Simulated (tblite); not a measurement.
# H13NOSi6: the cost of one run

Computed with tblite 0.8.0 and PySCF 2.14.0, with density-fitted response routines of our own, on a single molecule in the gas phase. Atoms count from 0, in the outputs and in this text.

### Step 1. The molecule as given

21 atoms, charge 0, multiplicity 1; geometry from: force field or distance geometry start.

Bonds of the start (Å): N0–Si1 1.70, Si1–Si2 2.30, Si2–Si3 2.28, Si3–Si4 2.31, Si4–Si5 2.30, Si5–Si6 2.30, Si6–O7 1.67, Si6–Si1 2.34, N0–H8 1.02, N0–H9 1.02, Si1–H10 1.48, Si2–H11 1.50, Si2–H12 1.48, Si3–H13 1.48, Si3–H14 1.50, Si4–H15 1.48, Si4–H16 1.49, Si5–H17 1.50, Si5–H18 1.50, Si6–H19 1.48, O7–H20 0.98.

### Step 2. Optimising the geometry with GFN2-xTB

What the job is given:

```
{"job": {"kind": "relax", "xc": "GFN2-xTB", "basis": "xTB"}, "charge": 0, "multiplicity": 1}
N     -3.198100     0.591800    -0.280100
Si    -1.554100     0.567000     0.133300
Si    -0.170900     1.649800    -1.358400
Si     1.921100     1.732600    -0.445100
Si     2.688700    -0.430300    -0.219300
Si     1.318200    -1.535600     1.253200
Si    -0.765500    -1.628700     0.294100
O     -1.831400    -2.533400     1.198600
H     -3.760500     0.200800     0.480300
H     -3.532400     1.556100    -0.374500
H     -1.491300     1.222600     1.463700
H     -0.696900     3.030400    -1.590600
H     -0.154500     0.933100    -2.653000
H      2.841600     2.513900    -1.308300
H      1.861300     2.386600     0.901400
H      2.661000    -1.107000    -1.537800
H      4.093300    -0.420700     0.276600
H      1.852500    -2.909400     1.508300
H      1.274200    -0.790300     2.551900
H     -0.694900    -2.232300    -1.050500
H     -2.670200    -2.779900     0.755600
```

Started as:

```bash
$ OMP_NUM_THREADS=1 python probes_run.py task.json out
```

The driver reads the jobs from task.json and runs them one after another.

Q: Estimate the wall time of this first job on 1 thread of Arm Neoverse V2, shared host.

About 3.4 s.
